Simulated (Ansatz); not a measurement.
# Si: the cost of one run

Method: DFT r2SCAN, scalar-relativistic, plane waves, PAW, in Ansatz 0.2.0.

The COD entry's cell or inner coordinates are ideal or old and differ from later refinements, so a difference from it is no clean test against experiment.

1 further run of the same task is left out (set aside as unsound or not needed).

### 1 The structure to begin with

It takes space group Fd-3m (No. 227, cubic). The conventional cell has a = 5.444 Å, b = 5.444 Å, c = 5.444 Å, α = 90.00°, β = 90.00°, γ = 90.00°. Si (site symmetry -43m) has 4 Si at 2.36 Å as nearest neighbours.

As a file:

```
Si
1.0
     0.00000    2.72210    2.72210
     2.72210    0.00000    2.72210
     2.72210    2.72210    0.00000
Si
2
Direct
  0.75000 0.75000 0.75000
  0.50000 0.50000 0.50000
```

This cell was relaxed beforehand with the same method: volume 20.17 Å³/atom, gap on the mesh 0.78 eV.

### 2 Static run: bands, density of states and charges

The input, input.yaml:

```yaml
crystal:
  lattice:
    - [0.0, 2.7220959923, 2.7220959923]
    - [2.7220959923, 0.0, 2.7220959923]
    - [2.7220959923, 2.7220959923, 0.0]
  atoms:
    - { symbol: Si, position: [0.75, 0.75, 0.75] }
    - { symbol: Si, position: [0.5, 0.5, 0.5] }
basis:
  ecutwfc: 500
kpoints:
  mp_grid: { grid: [10, 10, 10] }
  band_path:
    path:
      - [[0.0, 0.0, 0.0], [0.5, 0.0, 0.5], [0.625, 0.25, 0.625]]
      - [[0.375, 0.375, 0.75], [0.0, 0.0, 0.0], [0.5, 0.5, 0.5], [0.5, 0.25, 0.75], [0.5, 0.0, 0.5]]
    npoints: 14
hamiltonian:
  xc: r2scan
scf:
  occupations: { method: gaussian, width: 0.02 }
  n_extra_bands: 6
output:
  forces: true
  stress: true
  eigenvalues: true
  populations: true
  dos: { projected: true, de: 0.02, nscf_kmesh: { grid: [15, 15, 15] } }
  bader: true
  write_density: true
  write_potential: true
  elf: true
  volumetric_format: npy
```

Started as:

```console
$ ansatz run input.yaml --threads 1 --pin off --max-ram 2560MiB --backend cpu --events-out ev --progress --plain --runs-dir out
```

Q: Estimate wall time and peak memory on 1 thread of Arm Neoverse V2, shared host.

About 28 s, with a peak of 0.41 GiB.
